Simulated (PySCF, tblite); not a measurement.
**BAsH6, a complex of two parts as drawn: NMR shifts, interaction energy, infrared bands, spin-spin couplings, core binding energies and electronic excitations, part 1 of 3**

What NMR shifts, interaction energy, infrared bands, spin-spin couplings, core binding energies and electronic excitations should one expect for `B` with `[AsH3]`?

Programs: tblite 0.8.0 and PySCF 2.14.0. All values are calculated, for the isolated system unless a continuum is named. Atoms count from 0, parts from 1.

## 1. Starting point

8 atoms, charge 0, multiplicity 1; geometry: rigid parts in contact. Parts: 1 = atoms 0–3, `B`, charge 0; 2 = atoms 4–7, `[AsH3]`, charge 0.

## 2. Search for minima with GFN2-xTB

What the job is given:

```
{"job": {"kind": "dock", "xc": "GFN2-xTB", "basis": "xTB"}, "charge": 0, "multiplicity": 1, "parts": [{"atoms": "0-3", "charge": 0, "multiplicity": 1}, {"atoms": "4-7", "charge": 0, "multiplicity": 1}]}
B     -0.000029     0.000096     0.000025
H      0.740643     0.889617    -0.126938
H     -0.731734    -0.024033     0.905554
H     -0.008881    -0.865680    -0.778641
As    -2.264331     1.732675    -1.805865
H     -3.259021     2.839010    -1.647675
H     -2.192897     2.031280    -3.269951
H     -1.162313     2.716198    -1.571770
```

Method: GFN2-xTB search for minima from random contacts, gas phase.

Started as:

```console
> OMP_NUM_THREADS=1 python cluster_run.py task.json out
```

This one command runs all jobs of the session in turn.

Output:

```text
step      E/eV     max force
  0    -180.22159    0.157
  1    -180.22219    0.114
  2    -180.22315    0.069
  3    -180.22339    0.074
  4    -180.22403    0.058
  5    -180.22428    0.047
  6    -180.22459    0.066
  7    -180.22513    0.120
  8    -180.22670    0.216
  9    -180.23153    0.401
 10    -180.24490    0.779
 11    -180.24829    1.142
 12    -180.26278    0.915
 13    -180.30222    0.561
 14    -180.36349    0.513
 15    -180.39447    1.144
 16    -180.41947    0.961
 17    -180.45440    0.953
 18    -180.56883    0.442
 19    -180.57886    0.502
 20    -180.57819    0.241
 21    -180.58802    0.167
 22    -180.58956    0.150
 23    -180.59267    0.113
 24    -180.59378    0.101
 25    -180.59496    0.084
 26    -180.59554    0.091
 27    -180.59615    0.086
 28    -180.59663    0.068
 29    -180.59708    0.079
 30    -180.59753    0.094
 31    -180.59820    0.098
 32    -180.59929    0.120
 33    -180.60094    0.147
 34    -180.60297    0.133
 35    -180.60486    0.134
 36    -180.60654    0.132
 37    -180.60823    0.103
 38    -180.60945    0.101
 39    -180.61029    0.100
 40    -180.61125    0.115
 41    -180.61279    0.136
 42    -180.61498    0.131
 43    -180.61779    0.128
 44    -180.62046    0.144
 45    -180.62167    0.132
 46    -180.62338    0.217
 47    -180.62558    0.157
 48    -180.63206    0.161
 49    -180.63915    0.196
 50    -180.64615    0.263
 51    -180.65146    0.157
 52    -180.65370    0.116
 53    -180.65541    0.109
 54    -180.65777    0.132
 55    -180.66182    0.134
 56    -180.66542    0.102
 57    -180.66729    0.077
 58    -180.66827    0.074
 59    -180.66885    0.065
 60    -180.66925    0.060
 61    -180.66955    0.040
 62    -180.66981    0.030
 63    -180.66991    0.031
 64    -180.67001    0.032
 65    -180.67006    0.026
 66    -180.67009    0.015

distinct minima (kcal/mol above the one taken): 0.00 6.24 10.40
by PBE0-D3(BJ)/def2-SVP single points: 0.00 20.27 23.77
binding energy -12.056 kcal/mol
```

It took 6.3 s on 1 thread of Arm Neoverse N1, shared host.

Along the way: (not every step is listed)

| step | energy from step 0 (eV) | largest force (eV/Å) |
| --- | --- | --- |
| 0 | 0.0000 | 0.1574 |
| 2 | -0.0016 | 0.0684 |
| 4 | -0.0024 | 0.0570 |
| 6 | -0.0030 | 0.0663 |
| 8 | -0.0051 | 0.2163 |
| 10 | -0.0233 | 0.7791 |
| 12 | -0.0412 | 0.9145 |
| 14 | -0.1419 | 0.5127 |
| 16 | -0.1979 | 0.9608 |
| 20 | -0.3566 | 0.2416 |
| 24 | -0.3722 | 0.1009 |
| 28 | -0.3750 | 0.0681 |
| 32 | -0.3777 | 0.1196 |
| 36 | -0.3850 | 0.1315 |
| 40 | -0.3897 | 0.1154 |
| 44 | -0.3989 | 0.1444 |
| 48 | -0.4105 | 0.1614 |
| 52 | -0.4321 | 0.1160 |
| 56 | -0.4438 | 0.1019 |
| 58 | -0.4467 | 0.0734 |
| 60 | -0.4477 | 0.0599 |
| 62 | -0.4482 | 0.0300 |
| 64 | -0.4484 | 0.0319 |
| 66 | -0.4485 | 0.0144 |

Distances of close pairs at the start and the end, largest changes first:

| bond | before (Å) | after (Å) | change (Å) |
| --- | --- | --- | --- |
| B0–As4 | 3.375 | 2.060 | -1.315 |
| B0–H1 | 1.164 | 1.191 | +0.026 |
| B0–H2 | 1.164 | 1.191 | +0.026 |
| B0–H3 | 1.164 | 1.190 | +0.025 |
| As4–H5 | 1.496 | 1.486 | -0.010 |
| As4–H6 | 1.496 | 1.486 | -0.010 |
| As4–H7 | 1.496 | 1.485 | -0.010 |

Contacts between the parts in the structure taken on (a selection, picked against the atoms' radii; other short pairs can be missing):

| atoms | distance (Å) | kind (by distance and angle) | angle (°) |
| --- | --- | --- | --- |
| B0···As4 | 2.06 | bonding distance | – |

Minima and a leading contact of each: 0.00 kcal/mol, B0···As4 2.06 Å (bond); 6.24 kcal/mol, B0···H6 1.48 Å (inside the van der Waals sum); 10.40 kcal/mol, B0···As4 3.66 Å (inside the van der Waals sum).

## 3. Geometry optimisation at PBE0-D3(BJ)/def2-TZVPD

What the job is given:

```
{"job": {"xc": "PBE0", "basis": "def2-TZVPD", "d3": "d3bj", "grid": 3, "kind": "geom", "shake": 0.01}, "charge": 0, "multiplicity": 1, "parts": [{"atoms": "0-3", "charge": 0, "multiplicity": 1}, {"atoms": "4-7", "charge": 0, "multiplicity": 1}]}
B     -0.447581     0.339575    -0.366968
H      0.659788     0.618642    -0.630730
H     -0.809936     0.621515     0.736899
H     -0.798665    -0.698919    -0.756912
As    -1.551288     1.698178    -1.512818
H     -3.036880     1.762591    -1.472858
H     -1.468049     1.771287    -2.984480
H     -1.379876     3.177741    -1.335295
```

Output:

```text
step   0  E = -2263.98732551  max force = 0.017205
step   1  E = -2263.99081547  max force = 0.006640
step   2  E = -2263.99107773  max force = 0.001927
step   3  E = -2263.99110942  max force = 0.000479
step   4  E = -2263.99111284  max force = 0.000127
optimisation converged
```

Run time: 64 s. Hardware: 1 thread of Arm Neoverse N1, shared host; peak memory 0.61 GiB.

Step by step:

| step | energy from step 0 (eV) | largest force component (eV/Å) |
| --- | --- | --- |
| 0 | 0.0000 | 0.8847 |
| 1 | -0.0950 | 0.3414 |
| 2 | -0.1021 | 0.0991 |
| 3 | -0.1030 | 0.0246 |
| 4 | -0.1031 | 0.0065 |

Close pairs (by a distance rule), those that changed most:

| bond | before (Å) | after (Å) | change (Å) |
| --- | --- | --- | --- |
| B0–H3 | 1.164 | 1.207 | +0.044 |
| B0–As4 | 2.092 | 2.049 | -0.043 |
| B0–H1 | 1.172 | 1.207 | +0.035 |
| As4–H6 | 1.476 | 1.507 | +0.031 |
| As4–H5 | 1.488 | 1.507 | +0.020 |
| B0–H2 | 1.196 | 1.207 | +0.012 |
| As4–H7 | 1.500 | 1.507 | +0.007 |

The next job starts from the end point, and lists it.

| at the end point | value |
| --- | --- |
| point group (found at 0.08 Å tolerance) | C3v |
| rotational constants (GHz, main isotopes) | 53.354, 8.340, 8.340 |
| dipole moment (D) | 3.87 |

Contacts at the end point (a selection, picked against the atoms' radii; other short pairs can be missing):

| atoms | distance (Å) | kind (by distance and angle) | angle (°) |
| --- | --- | --- | --- |
| B0···As4 | 2.05 | bonding distance | – |

Against the parts relaxed at this level the binding energy is -23.75 kcal/mol, without counterpoise.

## 4. NMR shieldings: PBE0/pcSseg-2

What the job is given:

```
{"job": {"kind": "nmr", "xc": "PBE0", "basis": "pcSseg-2", "pop": true}, "charge": 0, "multiplicity": 1, "parts": [{"atoms": "0-3", "charge": 0, "multiplicity": 1}, {"atoms": "4-7", "charge": 0, "multiplicity": 1}]}
B     -0.455136     0.358554    -0.386310
H      0.689015     0.633353    -0.655130
H     -0.797924     0.620441     0.741221
H     -0.846295    -0.701165    -0.812082
As    -1.519267     1.709807    -1.500223
H     -3.023822     1.689526    -1.415491
H     -1.372704     1.693801    -3.000151
H     -1.295151     3.181175    -1.262776
```

Level: GIAO PBE0/pcSseg-2 NMR shielding, non-relativistic, gas phase.

Output:

```text
coarse grid: 27344 points
cycle   1  E = -2263.9606310125  dE = -9.281e-01  |g| = 9.696e-01  |ddm| = 1.765e+00
cycle   2  E = -2263.9441635503  dE =  1.647e-02  |g| = 9.305e-01  |ddm| = 7.957e-01
cycle   3  E = -2264.0291655658  dE = -8.500e-02  |g| = 1.069e-01  |ddm| = 4.554e-01
cycle   4  E = -2264.0300588713  dE = -8.933e-04  |g| = 1.744e-02  |ddm| = 4.261e-02
cycle   5  E = -2264.0301348056  dE = -7.593e-05  |g| = 3.864e-03  |ddm| = 1.684e-02
cycle   6  E = -2264.0301396017  dE = -4.796e-06  |g| = 6.225e-04  |ddm| = 3.391e-03
final grid: 56520 points
cycle   7  E = -2264.0301295323  dE = -4.751e-08  |g| = 7.529e-04  |ddm| = 1.515e-03
cycle   8  E = -2264.0301295177  dE =  1.454e-08  |g| = 1.020e-03  |ddm| = 7.762e-04
cycle   9  E = -2264.0301295930  dE = -7.526e-08  |g| = 4.933e-05  |ddm| = 3.303e-04
cycle  10  E = -2264.0301295936  dE = -6.348e-10  |g| = 3.637e-06  |ddm| = 5.211e-05
converged SCF energy = -2264.0301295936

GIAO shielding tensors (ppm)
atom      isotropic    diamagn.    paramagn.     s11        s22        s33       span
  0 B      143.908     188.340     -44.432    139.100    139.182    153.442     14.342
  1 H       30.107      29.305       0.802     26.415     28.395     35.512      9.098
  2 H       30.106      29.252       0.854     26.404     28.388     35.526      9.122
  3 H       30.106      29.175       0.930     26.407     28.389     35.520      9.113
  4 As    1623.083    2875.989   -1252.905   1556.161   1556.777   1756.311    200.150
  5 H       27.209      27.442      -0.233     21.111     21.230     39.286     18.175
  6 H       27.207      27.508      -0.300     21.097     21.234     39.291     18.194
  7 H       27.207      27.604      -0.397     21.105     21.230     39.287     18.182

== part 1 alone, relaxed ==
coarse grid: 2952 points
cycle   1  E = -26.5604839861  dE = -2.391e-01  |g| = 8.878e-02  |ddm| = 1.034e+00
cycle   2  E = -26.5629997752  dE = -2.516e-03  |g| = 3.011e-02  |ddm| = 1.325e-01
cycle   3  E = -26.5633005858  dE = -3.008e-04  |g| = 1.020e-02  |ddm| = 2.942e-02
cycle   4  E = -26.5633358376  dE = -3.525e-05  |g| = 4.241e-04  |ddm| = 8.477e-03
cycle   5  E = -26.5633359049  dE = -6.729e-08  |g| = 1.310e-05  |ddm| = 4.666e-04
final grid: 27328 points
cycle   6  E = -26.5666916457  dE = -2.462e-05  |g| = 2.034e-03  |ddm| = 1.231e-02
cycle   7  E = -26.5666924444  dE = -7.987e-07  |g| = 1.238e-03  |ddm| = 2.212e-03
cycle   8  E = -26.5666929585  dE = -5.142e-07  |g| = 4.008e-05  |ddm| = 9.509e-04
cycle   9  E = -26.5666929591  dE = -5.444e-10  |g| = 3.005e-06  |ddm| = 3.637e-05
converged SCF energy = -26.5666929591

GIAO shielding tensors (ppm)
atom      isotropic    diamagn.    paramagn.     s11        s22        s33       span
  0 B        2.729     192.198    -189.469    -67.084    -67.082    142.351    209.435
  1 H       23.163      29.188      -6.025     14.258     26.398     28.834     14.576
  2 H       23.163      29.189      -6.025     14.258     26.398     28.834     14.576
  3 H       23.163      29.189      -6.025     14.258     26.398     28.834     14.576

== part 2 alone, relaxed ==
coarse grid: 14752 points
cycle   1  E = -2237.4087775222  dE = -1.016e+00  |g| = 8.528e-01  |ddm| = 1.337e+00
cycle   2  E = -2237.4086741835  dE =  1.033e-04  |g| = 6.970e-01  |ddm| = 2.470e-01
cycle   3  E = -2237.4274700419  dE = -1.880e-02  |g| = 1.083e-01  |ddm| = 1.476e-01
cycle   4  E = -2237.4281539540  dE = -6.839e-04  |g| = 1.602e-02  |ddm| = 5.100e-02
cycle   5  E = -2237.4282171272  dE = -6.317e-05  |g| = 1.241e-03  |ddm| = 1.568e-02
cycle   6  E = -2237.4282176256  dE = -4.984e-07  |g| = 2.450e-04  |ddm| = 1.192e-03
final grid: 29192 points
cycle   7  E = -2237.4282168627  dE = -1.177e-08  |g| = 2.285e-04  |ddm| = 4.462e-04
cycle   8  E = -2237.4282168637  dE = -1.050e-09  |g| = 2.861e-04  |ddm| = 2.488e-04
cycle   9  E = -2237.4282168692  dE = -5.504e-09  |g| = 1.912e-05  |ddm| = 9.385e-05
cycle  10  E = -2237.4282168693  dE = -1.037e-10  |g| = 1.223e-06  |ddm| = 1.772e-05
converged SCF energy = -2237.4282168693

GIAO shielding tensors (ppm)
atom      isotropic    diamagn.    paramagn.     s11        s22        s33       span
  0 As    1918.209    2875.897    -957.688   1832.101   1961.260   1961.266    129.165
  1 H       28.961      28.854       0.107     22.461     23.530     40.892     18.431
  2 H       28.961      28.852       0.109     22.461     23.530     40.892     18.431
  3 H       28.961      28.850       0.111     22.461     23.530     40.892     18.431
```

It took 28 s on 1 thread of Arm Neoverse N1, shared host; peak memory 0.71 GiB.

No reference compound was run at this level, so shieldings alone are listed. Atoms listed in one row are averaged.

| atoms | environment | σ (ppm) |
| --- | --- | --- |
| H5, H6, H7 | hydrogen on an arsenic bonded to B | 27.21 |
| H1, H2, H3 | hydrogen on a boron bonded to As | 30.11 |
| B0 | boron bonded to As, 3 H | 143.9 |
| As4 | arsenic bonded to B, 3 H | 1623 |

The run also stored atomic charges by several schemes (e):

| atoms | Mulliken | IAO | Hirshfeld | ESP fit |
| --- | --- | --- | --- | --- |
| B0 | 0.00 | -0.61 | -0.14 | -0.06 |
| As4 | 0.18 | 0.61 | 0.35 | 0.39 |

Mayer bond orders: B0–As4 0.70.

Against the parts alone, each relaxed by itself:

| atom | σ alone (ppm) | σ in the cluster | shift on binding (ppm) |
| --- | --- | --- | --- |
| As4 | 1918.21 | 1623.08 | +295.13 |
| B0 | 2.73 | 143.91 | -141.18 |
| H6 | 28.96 | 27.21 | +1.75 |
| H5 | 28.96 | 27.21 | +1.75 |
| H1 | 23.16 | 30.11 | -6.94 |
| H2 | 23.16 | 30.11 | -6.94 |
| H3 | 23.16 | 30.11 | -6.94 |
| H7 | 28.96 | 27.21 | +1.75 |

(Continued in part 2 of 3.)
